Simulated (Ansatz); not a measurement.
# AlGaH+ (triplet): from Hartree-Fock to the top rungs, 6-31G

One table from this session's results is given with a row withheld; the runs are named, their logs left out.

The runs use Ansatz 0.2.0, Gaussian basis; 6-31G, core rule «outside noble gas», up to 19 orbitals frozen.

Plan: UHF; CCSD(T) on ROHF; CCSD(T) on UHF; BCCD(T) on ROHF; CISD; CCSDT(Q) on ROHF; CCSDT(Q) on UHF; CISDTQ; CASSCF and MRCISD+Q, 6 electrons in 9 orbitals; CASSCF and NEVPT2, 6 electrons in 9 orbitals; Full CI; Full CI in the symmetry of the determinant.

14 further runs of the same task are left out: 9 that didn't finish, 5 set aside as unsound or not needed.

## What is computed

The geometry is a PBE0/def2-TZVP stationary point (not a proven minimum) of the parent state, kept for this charge and spin. No spin-orbit coupling is included. The filled d shell of Ga may be among the frozen orbitals whatever the setting's name suggests; the logs give the count.

3 atoms, charge 1, spin multiplicity 3.

Atoms are counted from 1 here; the program's logs count them from 0.

Bond lengths: Al1–Ga2 2.308 Å, Ga2–H3 1.559 Å. Angles: Al1–Ga2–H3 180.0°.

Set-up of the first run:

File in.yaml:

```yaml
crystal:
  periodic: [false, false, false]
  atoms:
    - {symbol: Al, position_ang: [0.000000, 0.000000, 2.058500]}
    - {symbol: Ga, position_ang: [0.000000, 0.000000, -0.249900]}
    - {symbol: H, position_ang: [0.000000, 0.000000, -1.808600]}
basis:
  gaussian: {orbitals: 6-31G}
total_charge: 1
magnetization: {spin_polarized: true, initial_magnetization: 2}
hamiltonian: {xc: hf}
output: {orbitals: {seedname: orbitals}}
```

The run is started by

```sh
$ ansatz run in.yaml --threads 1 --pin off --events-out ev --progress --plain --max-ram 2393MiB
```

Among the steps run: UHF; CCSD(T) on ROHF; CCSD(T) on UHF; BCCD(T) on ROHF; CISD; CCSDT(Q) on ROHF; CCSDT(Q) on UHF; CISDTQ; CASSCF and MRCISD+Q, 6 electrons in 9 orbitals; CASSCF and NEVPT2, 6 electrons in 9 orbitals; Full CI; Full CI in the symmetry of the determinant.

One table of the session follows, with a row left open; its other results are not shown here.

| method | from FCI (meV) |
| --- | --- |
| ROHF | +1653.6 |
| UHF | +1625.1 |
| RMP2 | +603.7 |
| UMP2 | +589.8 |
| RCCSD | +59.7 |
| UCCSD | +55.9 |
| RCCSD(T) | +22.3 |
| UCCSD(T) | +20.2 |
| BCCD(T) | ? |
| RCCSDT | +1.9 |
| UCCSDT | +0.4 |
| RCCSDT(Q) | +0.4 |
| UCCSDT(Q) | -1.0 |
| CASSCF valence | +297.4 |
| NEVPT2 valence | +78.6 |
| MRCISD valence | +3.5 |
| MRCISD+Q valence | +0.7 |
| FCI | 0 |

Q: Estimate the row for BCCD(T) from the others.

**Answer.** from FCI (meV): +19.6. In the column «from FCI (meV)» it lies between MRCISD valence (+3.5) and UCCSD(T) (+20.2).

Not comparable, so not listed: CISD; CISDTQ (they don't share determinant, frozen orbitals or solution with the rows shown, or repeat one).

To keep in mind: Levels on UHF freeze UHF's core orbitals, full CI those of ROHF, so the U rows can settle a little off it for that reason alone. Restricted and unrestricted rows rest on different reference determinants; where their highest levels disagree by more than a few hundredths of an eV, they describe different states and don't form one ladder.
